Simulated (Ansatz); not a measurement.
# CH3FOTe, SMILES OC(F)[TeH]: a rigid scan of one bond angle

Program: Ansatz 0.2.0, Python API.

Notebook, run cell by cell (the value of a cell's last expression is shown):

```python
import ansatz as az
from ase import Atoms
```

```python
atoms = Atoms(['O', 'C', 'F', 'Te', 'H', 'H', 'H'], positions=[
    (0.5361, -0.6437, 1.3855),
    (0.0463, 0.236, 0.3417),
    (-1.3341, 0.5039, 0.4709),
    (0.4874, -0.6664, -1.5696),
    (-0.0664, -1.4256, 1.3009),
    (0.6104, 1.2109, 0.3882),
    (-0.2184, 0.717, -2.3634),
])
```

```python
# start the scan from a relaxed geometry
first = (
    az.Crystal.molecule_from_ase(atoms).calculation()
    .basis(gaussian='def2-SVP')  # the orbital basis, by name
    .functional('hf')
    .scf(lower_state_search='off')
    .relax(force_tolerance=0.02, max_steps=80)  # relax until the tolerances are met
)
atoms.positions = first.run().report['positions_ang']
```

```python
rows = []
for angle in [85, 95, 105, 115, 125, 140, 160]:
    bent = atoms.copy()
    bent.set_angle(1, 0, 4, angle, indices=[4])
    calc = az.Crystal.molecule_from_ase(bent).calculation()
    calc = calc.basis(gaussian='def2-SVP')
    calc = calc.functional('hf').scf(lower_state_search='off')
    rows.append((angle, calc.run().report['free_energy_ev']))
floor = min(e for _, e in rows)
for angle, e in rows:
    print(f'angle C1-O0-H4 = {angle:3d} deg   {1000 * (e - floor):9.1f} meV')
```

    angle C1-O0-H4 =  85 deg       640.3 meV
    angle C1-O0-H4 =  95 deg       209.7 meV
    angle C1-O0-H4 = 105 deg        10.7 meV
    angle C1-O0-H4 = 115 deg         0.0 meV
    angle C1-O0-H4 = 125 deg       135.2 meV
    angle C1-O0-H4 = 140 deg       516.2 meV
    angle C1-O0-H4 = 160 deg      1100.1 meV

What to keep in mind:
- The settings weren't tested for convergence.
- The scan is rigid, and the energies are electronic, in a modest basis. The zero is the lowest point of the grid, which needn't be the minimum.
- def2 sets replace the cores of elements past krypton by effective core potentials.
- Hardware and time: 26 s on 1 thread of Arm Neoverse V2, with other jobs on the host, peak memory 0.23 GiB.

(A comment or docstring line of the script was reworded after the run, the code is as it ran.)
